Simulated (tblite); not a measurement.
# CH6OSi2 (SMILES C1O[SiH2][SiH2]1) at GFN1-xTB

Aim: the electronic atomisation energy of CH6OSi2 at GFN1-xTB, from 5 runs. 

The results are computed with tblite 0.8.0.

20 further runs of the same task are left out: 20 set aside as unsound or not needed.

## (1) The system as given

CH6OSi2: 10 atoms, total charge 0, spin state singlet. As SMILES, `C1O[SiH2][SiH2]1`. The shape was relaxed beforehand at GFN1-xTB.

Bond lengths: C1–O2 1.482 Å, O2–Si3 1.649 Å, C1–Si4 1.964 Å, Si3–Si4 2.332 Å, C1–H5 1.098 Å, C1–H6 1.098 Å, Si3–H7 1.456 Å, Si3–H8 1.456 Å, Si4–H9 1.467 Å, Si4–H10 1.467 Å. Some angles: C1–O2–Si3 114.7°, O2–C1–Si4 93.3°, O2–Si3–Si4 76.7°, C1–Si4–Si3 75.3°, O2–C1–H5 107.0°, O2–C1–H6 107.0°, Si4–C1–H5 120.5°, Si4–C1–H6 120.5°, O2–Si3–H7 110.4°, O2–Si3–H8 110.4°.

## (2) The harmonic vibrations at GFN1-xTB

Contents of input.xyz:

```xyz
10
start geometry
C     -0.799237     0.782741    -0.611454
O     -0.713126    -0.676892    -0.855630
Si     0.403880    -1.466284     0.066319
Si     0.601287     0.750151     0.764599
H     -0.623363     1.280574    -1.574489
H     -1.841011     1.002683    -0.342149
H      1.379839    -2.136691    -0.780519
H     -0.234391    -2.510908     0.853838
H      0.126573     1.306881     2.035703
H      1.699538     1.667746     0.443783
```

Contents of run.py:

```python
import json
import numpy as np
from tblite.interface import Calculator
from tblite.interface import symbols_to_numbers
from ase.data import atomic_masses

symbols = list(map(str, np.loadtxt("input.xyz", skiprows=2, usecols=0, dtype=str, ndmin=1)))
numbers = np.array(symbols_to_numbers(symbols))
positions = np.loadtxt("input.xyz", skiprows=2, usecols=(1, 2, 3), ndmin=2) / 0.52917721

calc = Calculator("GFN1-xTB", numbers, positions, charge=0, uhf=0)
calc.set("verbosity", 0)
calc.set("accuracy", 0.01)
res = calc.singlepoint()
h = 0.005  # bohr
n = positions.size
H, D = np.zeros((n, n)), np.zeros((n, 3))
for a in range(n):
    g, d = [], []
    for sign in (1, -1):
        x = positions.ravel().copy()
        x[a] += sign * h
        calc.update(x.reshape(-1, 3))
        y = calc.singlepoint()
        g.append(y.get('gradient').ravel())
        d.append(y.get('dipole'))
    H[a], D[a] = (g[0] - g[1]) / (2 * h), (d[0] - d[1]) / (2 * h)
mass = np.repeat(atomic_masses[numbers], 3)
H = (H + H.T) / 2 / np.sqrt(np.outer(mass, mass))
# project out translations and rotations
com = positions - atomic_masses[numbers] @ positions / atomic_masses[numbers].sum()
T = [np.tile(v, len(numbers)) for v in np.eye(3)] + [np.cross(com, v).ravel() for v in np.eye(3)]
U, sv, _ = np.linalg.svd((np.array(T) * np.sqrt(mass)).T)
Q = U[:, (sv > 1e-3 * sv.max()).sum():]
w, V = np.linalg.eigh(Q.T @ H @ Q)
freq = np.sign(w) * np.sqrt(np.abs(w)) * 5140.487
inten = (((Q @ V).T / np.sqrt(mass)) @ D) ** 2
inten = inten.sum(axis=1) * 974.88
print(f"E = {res.get('energy'):.8f} Eh, max gradient {np.abs(res.get('gradient')).max():.2e} Eh/bohr")
print("mode   frequency/cm^-1   IR/(km/mol)")
for i, (v, s) in enumerate(zip(freq, inten), 1):
    print(f"{i:4d} {v:14.2f} {s:14.3f}")
zpe = freq[freq > 0].sum() / 2 / 219474.63
print(f"imaginary modes: {(freq < -10).sum()}, zero-point energy {zpe:.6f} Eh = {zpe * 27.211386:.4f} eV")
out = {k: np.asarray(res.get(k)).tolist() for k in ("energy", "gradient", "charges", "dipole", "orbital-energies", "orbital-occupations")}
out.update(symbols=symbols, positions=(positions * 0.529177210903).tolist(), frequencies=freq.tolist(), intensities=inten.tolist(), zpe=zpe)
json.dump(out, open("results.json", "w"))
```

The run is started by

```
$ python run.py
```

The log of the run:

```text
E = -13.78323486 Eh, max gradient 3.00e-05 Eh/bohr
mode   frequency/cm^-1   IR/(km/mol)
   1         128.93         20.794
   2         265.49         28.730
   3         358.26         31.508
   4         418.90          0.533
   5         462.44          6.200
   6         491.52          0.026
   7         570.13         84.489
   8         590.37        457.897
   9         620.80        129.434
  10         666.38        116.589
  11         707.13        280.277
  12         778.15        479.813
  13         886.37        588.763
  14         911.10         32.657
  15         991.30        195.700
  16        1179.12          9.123
  17        1237.09         12.578
  18        1445.00         14.493
  19        2112.94        515.815
  20        2126.45        223.628
  21        2169.70        418.599
  22        2185.60        143.683
  23        2963.69         19.040
  24        2974.47         23.410
imaginary modes: 0, zero-point energy 0.062060 Eh = 1.6887 eV
```

Run time: 0.84 s. Hardware: 1 thread of Intel Xeon at 2.50GHz (Skylake/Cascade Lake), shared host.

## (3) The C atom: the energy at GFN1-xTB

Contents of molecule.xyz:

```xyz
1

C      0.000000     0.000000     0.000000
```

Contents of calc.py:

```python
"""GFN1-xTB single point"""
import json
import numpy as np
from tblite.interface import Calculator
from tblite.interface import symbols_to_numbers

symbols = list(map(str, np.loadtxt("molecule.xyz", skiprows=2, usecols=0, dtype=str, ndmin=1)))
numbers = np.array(symbols_to_numbers(symbols))
positions = np.loadtxt("molecule.xyz", skiprows=2, usecols=(1, 2, 3), ndmin=2) / 0.52917721

xtb = Calculator("GFN1-xTB", numbers, positions, charge=0, uhf=2)
xtb.set("verbosity", 0)
xtb.set("accuracy", 0.1)
xtb.add("spin-polarization", 1.0)
sp = xtb.singlepoint()

print(f"total energy: {sp.get('energy') * 27.211386:.8f} eV")
eps = np.atleast_2d(sp.get("orbital-energies")) * 27.211386
occ = np.atleast_2d(sp.get("orbital-occupations"))
filled = occ.sum(axis=0) if eps.shape[0] == 1 else occ[0]
homo = np.nonzero(filled > 0.5)[0].max()
print(f"HOMO {eps[0, homo]:.4f} eV")
if homo + 1 < eps.shape[1]:
    print(f"LUMO {eps[0, homo + 1]:.4f} eV, gap {eps[0, homo + 1] - eps[0, homo]:.4f} eV")
mu = sp.get("dipole") * 2.541746
print(f"dipole: {np.linalg.norm(mu):.4f} D, components " + " ".join(f"{c:.4f}" for c in mu))
q = sp.get("charges")
print("Charges:", " ".join(f"{s}{i + 1}={c:+.4f}" for i, (s, c) in enumerate(zip(symbols, q))))
out = {k: np.asarray(sp.get(k)).tolist() for k in ("energy", "gradient", "charges", "dipole", "orbital-energies", "orbital-occupations")}
out.update(symbols=symbols, positions=(positions * 0.529177210903).tolist())
json.dump(out, open("results.json", "w"))
```

Run the same way, it converges to -1.78467 Eh (log not shown).

## (4) The H atom: the energy at GFN1-xTB

Contents of script.py:

```python
import json
import numpy as np
from tblite.interface import Calculator

symbols = ["H"]
numbers = np.array([1])
positions = np.array([  # bohr
    [0.000000, 0.000000, 0.000000],
])

xtb = Calculator("GFN1-xTB", numbers, positions, charge=0, uhf=1)
xtb.set("verbosity", 0)
xtb.set("accuracy", 0.1)
xtb.add("spin-polarization", 1.0)
result = xtb.singlepoint()

print(f"Total energy: {result.get('energy') * 627.5095:.8f} kcal/mol")
eps = np.atleast_2d(result.get("orbital-energies")) * 27.211386
occ = np.atleast_2d(result.get("orbital-occupations"))
filled = occ.sum(axis=0) if eps.shape[0] == 1 else occ[0]
homo = np.nonzero(filled > 0.5)[0].max()
print("  MO   occupation   energy/eV")
for i in range(max(0, homo - 4), min(eps.shape[1], homo + 5)):
    print(f"{i + 1:4d} {filled[i]:10.4f} {eps[0, i]:12.4f}")
mu = result.get("dipole") * 2.541746
print(f"Dipole moment: {np.linalg.norm(mu):.4f} D, components " + " ".join(f"{c:.4f}" for c in mu))
q = result.get("charges")
print("Charges:", " ".join(f"{s}{i + 1}={c:+.4f}" for i, (s, c) in enumerate(zip(symbols, q))))
out = {k: np.asarray(result.get(k)).tolist() for k in ("energy", "gradient", "charges", "dipole", "orbital-energies", "orbital-occupations")}
out.update(symbols=symbols, positions=(positions * 0.529177210903).tolist())
json.dump(out, open("results.json", "w"))
```

Run the same way, it converges to -0.43724 Eh (log not shown).

## (5) The O atom: the energy at GFN1-xTB

Contents of script.py:

```python
import json
import numpy as np
from ase import Atoms
from ase.units import Bohr
from tblite.ase import TBLite
from ase.units import Hartree
from ase.units import Debye

system = Atoms(["O"], positions=Bohr * np.array([
    [0.000000, 0.000000, 0.000000],
]))
start = system.get_positions()

system.calc = TBLite(
    method="GFN1-xTB",
    multiplicity=3,
    accuracy=0.1,
    spin_polarization=1.0,
)
print(f"Energy: {system.get_potential_energy() / Hartree:.6f} Eh")
print(f"Dipole: {np.linalg.norm(system.get_dipole_moment()) / Debye:.4f} D")
for a, q in zip(system, system.get_charges()):
    print(f"{a.symbol}{a.index + 1} {q:+.4f}")
json.dump(dict(energy=system.get_potential_energy(), forces=system.get_forces().tolist(), dipole=system.get_dipole_moment().tolist(), charges=system.get_charges().tolist(),
               symbols=system.get_chemical_symbols(), start=start.tolist(), final=system.positions.tolist()), open("results.json", "w"))
```

Run the same way, it converges to -4.40654 Eh (log not shown).

## (6) The Si atom: the energy at GFN1-xTB

Contents of start.xyz:

```xyz
1

Si     0.000000     0.000000     0.000000
```

Contents of job.py:

```python
import json
import numpy as np
from ase.io import read
from tblite.ase import TBLite
from ase.units import Debye

atoms = read("start.xyz")
start = atoms.get_positions()

atoms.calc = TBLite(
    method="GFN1-xTB",
    charge=0,
    multiplicity=3,
    accuracy=0.1,
    spin_polarization=1.0,
)
print(f"Potential energy: {atoms.get_potential_energy():.6f} eV")
print(f"Dipole: {np.linalg.norm(atoms.get_dipole_moment()) / Debye:.4f} D")
for a, q in zip(atoms, atoms.get_charges()):
    print(f"{a.symbol}{a.index + 1} {q:+.4f}")
json.dump(dict(energy=atoms.get_potential_energy(), forces=atoms.get_forces().tolist(), dipole=atoms.get_dipole_moment().tolist(), charges=atoms.get_charges().tolist(),
               symbols=atoms.get_chemical_symbols(), start=start.tolist(), final=atoms.positions.tolist()), open("results.json", "w"))
```

The run is started by

```
$ python job.py
```

The log of the run:

```text
------------------------------------------------------------
  cycle        total energy    energy error   density error
------------------------------------------------------------
      1     -1.652198986251  -1.6521990E+00   8.1649658E-01
      2     -1.652198986251   0.0000000E+00   4.8989795E-01
      3     -1.652198986251   0.0000000E+00   2.9390938E-05
      4     -1.652198986251   0.0000000E+00   9.1374525E-14
------------------------------------------------------------

 total:                                   0.001 sec
Potential energy: -44.958624 eV
Dipole: 0.0000 D
Si1 -0.0000
```

Wall time 0.97 s (1 thread of Intel Xeon at 2.50GHz (Skylake/Cascade Lake), shared host).

## (7) Results

Level: GFN1-xTB.

| quantity | value |
| --- | --- |
| molecule: total energy | -13.78323 Eh |
| molecule: dipole moment | 1.01 D |
| molecule: HOMO energy | -11.07 eV |
| molecule: LUMO energy | -6.59 eV |
| molecule: HOMO–LUMO gap | 4.49 eV |
| molecule: largest force on an atom | 0.002 eV/Å |
| molecule: lowest harmonic wavenumber | 129 cm⁻¹ |
| molecule: highest harmonic wavenumber | 2974 cm⁻¹ |
| molecule: zero-point energy | 162.9 kJ/mol |
| C atom: total energy | -1.78467 Eh |
| C atom: dipole moment | 0.00 D |
| C atom: HOMO energy (as the program lists it) | -11.29 eV |
| C atom: largest force on an atom | 0.000 eV/Å |
| H atom: total energy | -0.43724 Eh |
| H atom: dipole moment | 0.00 D |
| H atom: HOMO energy (as the program lists it) | -12.87 eV |
| H atom: largest force on an atom | 0.000 eV/Å |
| O atom: total energy | -4.40654 Eh |
| O atom: dipole moment | 0.00 D |
| O atom: largest force on an atom | 0.000 eV/Å |
| Si atom: total energy | -1.65220 Eh |
| Si atom: dipole moment | 0.00 D |
| Si atom: largest force on an atom | 0.000 eV/Å |
| electronic atomisation energy | 45.285 eV |

What this shows: Taking the molecule apart into free atoms costs 45.28 eV (4369 kJ/mol), before zero-point energy and without spin-orbit coupling. Tight-binding and semi-empirical models aren't fitted to free atoms, so this value can be far from the true one. All 24 modes (molecule) are real, so the shape is a minimum at this level.
